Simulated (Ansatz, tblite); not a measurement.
# The cluster Si4Ge6: rung by rung

The task here is to estimate one member of a computed series from the others.

Method: as each input shows; program: Ansatz 0.2.0, Gaussian basis.

The runs, in order: GFN1-xTB, GFN2-xTB, PBE-D4/def2-TZVP, r2SCAN-D4/def2-TZVP, PBE-D4/def2-SVP, PBE0-D4/def2-SVP, HF/STO-3G, MP2/def2-SVP.

3 further runs of the same task are left out: 3 that didn't finish. Runs told in other sessions of the task aren't counted.

## The geometry

The singlet was relaxed beforehand with PBE-D4/def2-SVP. At that level it is the lowest of the isomers that a small search found.

10 atoms, charge 0, spin multiplicity 1.

Bond lengths: Si1–Si3 2.618 Å, Si1–Si4 2.332 Å, Si1–Ge7 2.516 Å, Si1–Ge10 2.461 Å, Si2–Si3 2.386 Å, Si2–Si4 2.499 Å, Si2–Ge5 2.511 Å, Si3–Ge8 2.427 Å, Si3–Ge10 2.427 Å, Si4–Ge9 2.583 Å, Ge5–Ge8 2.552 Å, Ge5–Ge9 2.546 Å, Ge6–Ge7 2.678 Å, Ge6–Ge8 2.610 Å, Ge6–Ge10 2.689 Å, Ge7–Ge9 2.476 Å, Ge8–Ge9 2.846 Å. Angles: Si3–Si1–Si4 112.3°, Si3–Si1–Ge7 119.9°, Si3–Si1–Ge10 57.0°, Si4–Si1–Ge7 77.7°, Si4–Si1–Ge10 169.2°, Ge7–Si1–Ge10 106.1°, Si3–Si2–Si4 114.7°, Si3–Si2–Ge5 108.2°, Si4–Si2–Ge5 97.8°, Si1–Si3–Si2 64.7°, Si1–Si3–Ge8 98.1°, Si1–Si3–Ge10 58.3°, Si2–Si3–Ge8 74.6°, Si2–Si3–Ge10 122.6°, Ge8–Si3–Ge10 117.8°, Si1–Si4–Si2 67.4°, Si1–Si4–Ge9 77.6°, Si2–Si4–Ge9 70.5° and more.

Geometry (Å):

| atom | x (Å) | y (Å) | z (Å) |
| --- | --- | --- | --- |
| Si1 | 0.0518 | 0.9166 | 1.3957 |
| Si2 | -0.9406 | 1.3590 | -1.0579 |
| Si3 | -2.0502 | -0.2290 | 0.3348 |
| Si4 | 1.2175 | 2.2245 | -0.1427 |
| Ge5 | -0.0041 | 0.1430 | -3.0453 |
| Ge6 | 0.2113 | -1.8912 | 0.9779 |
| Ge7 | 2.2887 | -0.2317 | 1.3022 |
| Ge8 | -0.9053 | -1.5422 | -1.3548 |
| Ge9 | 1.5668 | -0.1628 | -1.0653 |
| Ge10 | -1.4359 | -0.5863 | 2.6555 |

PBE0-D4/def2-TZVP was run before; its log isn't repeated, and its numbers join the tables.

The first run:

Tight binding, by tblite at 300 K electronic temperature and without a spin-polarisation term:

```python
tblite.interface.Calculator('GFN1-xTB', numbers, positions, charge=0, uhf=0).singlepoint()
```

Tight binding, by tblite at 300 K electronic temperature and without a spin-polarisation term:

```python
tblite.interface.Calculator('GFN2-xTB', numbers, positions, charge=0, uhf=0).singlepoint()
```

start.molden holds the orbitals of an earlier run on this state, given as this run's starting guess.

in.yaml

```yaml
crystal:
  periodic: [false, false, false]
  atoms:
    - {symbol: Si, position_ang: [0.051776, 0.916580, 1.395710]}
    - {symbol: Si, position_ang: [-0.940605, 1.359010, -1.057943]}
    - {symbol: Si, position_ang: [-2.050160, -0.229024, 0.334816]}
    - {symbol: Si, position_ang: [1.217511, 2.224540, -0.142690]}
    - {symbol: Ge, position_ang: [-0.004134, 0.143048, -3.045330]}
    - {symbol: Ge, position_ang: [0.211338, -1.891163, 0.977890]}
    - {symbol: Ge, position_ang: [2.288659, -0.231677, 1.302186]}
    - {symbol: Ge, position_ang: [-0.905281, -1.542250, -1.354770]}
    - {symbol: Ge, position_ang: [1.566811, -0.162796, -1.065346]}
    - {symbol: Ge, position_ang: [-1.435926, -0.586277, 2.655466]}
basis:
  gaussian: {orbitals: def2-TZVP, initial_orbitals: start.molden}
hamiltonian: {xc: pbe, dispersion: d4}
scf: {omitted_lower_state_checks: [starts]}
output: {forces: true, orbitals: {seedname: orbitals}}
```

The run is started by

```console
> ansatz run in.yaml --threads 4 --pin off --events-out ev --progress --plain --max-ram 6963MiB
```

Among the steps run: PBE-D4/def2-TZVP; r2SCAN-D4/def2-TZVP; PBE-D4/def2-SVP; PBE0-D4/def2-SVP; HF/STO-3G; MP2/def2-SVP.

One of the session's tables, all rows but one given; the rest of the session is left out.

It belongs to the step «Binding energy». 

```
              level  binding an atom (eV)
          HF/STO-3G                 3.101
        HF/def2-SVP                 1.606
    PBE-D4/def2-SVP                 3.576
   PBE-D4/def2-TZVP                 3.610
r2SCAN-D4/def2-TZVP                 3.477
   PBE0-D4/def2-SVP                     ?
  PBE0-D4/def2-TZVP                 3.460
       MP2/def2-SVP                 3.309
```

Estimate the missing values for PBE0-D4/def2-SVP.

**Answer.** binding an atom (eV): 3.414. In the column «binding an atom (eV)» it lies between MP2/def2-SVP (3.309) and PBE0-D4/def2-TZVP (3.460).

Caveats from the session: Free atoms were run apart at each level; binding is atoms less cluster, divided by the number of atoms, without zero-point or spin-orbit terms.
